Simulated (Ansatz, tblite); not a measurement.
# The cluster Ge₃Te₇: rung by rung

The task here is to estimate one member of a computed series from the others.

Program: Ansatz 0.2.0, Gaussian basis. Level of theory: as each input shows. These are calculated values, not measurements.

Levels to be run: GFN1-xTB, PBE-D4/def2-SVP, r2SCAN-D4/def2-SVP, MP2/def2-SVP.

6 further runs of the same task are left out: 1 that didn't finish, 5 set aside as unsound or not needed.

**The relaxed structure**

The singlet was relaxed beforehand with PBE-D4/def2-SVP. At that level it is the lowest of the isomers that a small search found.

10 atoms, charge 0, spin multiplicity 1.

Bond lengths: Ge1–Te4 2.772 Å, Ge1–Te7 2.616 Å, Ge1–Te8 2.791 Å, Ge2–Te6 2.795 Å, Ge2–Te8 2.751 Å, Ge2–Te10 2.761 Å, Ge3–Te5 2.767 Å, Ge3–Te6 2.822 Å, Ge3–Te7 2.653 Å, Te4–Te9 2.772 Å, Te5–Te6 2.865 Å, Te5–Te8 3.096 Å, Te8–Te9 3.105 Å, Te9–Te10 2.762 Å. Angles: Te4–Ge1–Te7 93.7°, Te4–Ge1–Te8 94.6°, Te7–Ge1–Te8 102.2°, Te6–Ge2–Te8 87.7°, Te6–Ge2–Te10 114.0°, Te8–Ge2–Te10 90.6°, Te5–Ge3–Te6 61.7°, Te5–Ge3–Te7 99.0°, Te6–Ge3–Te7 107.0°, Ge1–Te4–Te9 88.3°, Ge3–Te5–Te6 60.1°, Ge3–Te5–Te8 102.6°, Te6–Te5–Te8 80.2°, Ge2–Te6–Ge3 112.1°, Ge2–Te6–Te5 98.2°, Ge3–Te6–Te5 58.2°, Ge1–Te7–Ge3 90.7°, Ge1–Te8–Ge2 118.4° and more.

Te takes a core potential in the def2 sets. No spin-orbit coupling is included.

PBE0-D4/def2-SVP was run before; its log isn't repeated, and its numbers join the tables.

The first run:

Tight binding, by tblite at 300 K electronic temperature and without a spin-polarisation term:

```python
tblite.interface.Calculator('GFN1-xTB', numbers, positions, charge=0, uhf=0).singlepoint()
```

start.molden holds the orbitals of an earlier run on this state, given as this run's starting guess.

in.yaml reads:

```yaml
crystal:
  periodic: [false, false, false]
  atoms:
    - {symbol: Ge, position_ang: [0.882377, -1.891502, -0.533539]}
    - {symbol: Ge, position_ang: [-0.054599, 2.623423, 0.645535]}
    - {symbol: Ge, position_ang: [-1.837373, -0.269971, -2.540788]}
    - {symbol: Te, position_ang: [1.228424, -2.871917, 2.036382]}
    - {symbol: Te, position_ang: [0.848160, 0.321695, -2.847040]}
    - {symbol: Te, position_ang: [-0.971592, 2.357496, -1.981238]}
    - {symbol: Te, position_ang: [-1.706741, -1.629835, -0.266241]}
    - {symbol: Te, position_ang: [1.799377, 0.672421, 0.078195]}
    - {symbol: Te, position_ang: [1.120795, -0.261196, 2.960443]}
    - {symbol: Te, position_ang: [-1.308818, 0.949365, 2.448290]}
basis:
  gaussian: {orbitals: def2-SVP, initial_orbitals: start.molden}
hamiltonian: {xc: pbe, dispersion: d4}
scf: {omitted_lower_state_checks: [starts]}
output: {forces: true, orbitals: {seedname: orbitals}}
```

Launch:

```sh
$ ansatz run in.yaml --threads 4 --pin off --events-out ev --progress --plain --max-ram 9574MiB
```

Steps of the session up to this table: PBE-D4/def2-SVP; r2SCAN-D4/def2-SVP; MP2/def2-SVP.

One of the session's tables, all rows but one given; the rest of the session is left out.

It belongs to the step «Binding energy». 

| level | binding an atom (eV) |
| --- | --- |
| HF/def2-SVP | 0.843 |
| PBE-D4/def2-SVP | 2.762 |
| r2SCAN-D4/def2-SVP | 2.499 |
| PBE0-D4/def2-SVP | ? |
| MP2/def2-SVP | 2.169 |

**Question.** Estimate the row for PBE0-D4/def2-SVP.

As computed: binding an atom (eV): 2.532. In the column «binding an atom (eV)» it lies between r2SCAN-D4/def2-SVP (2.499) and PBE-D4/def2-SVP (2.762).

To keep in mind: Free atoms were run apart at each level; binding is atoms less cluster, divided by the number of atoms, without zero-point or spin-orbit terms.
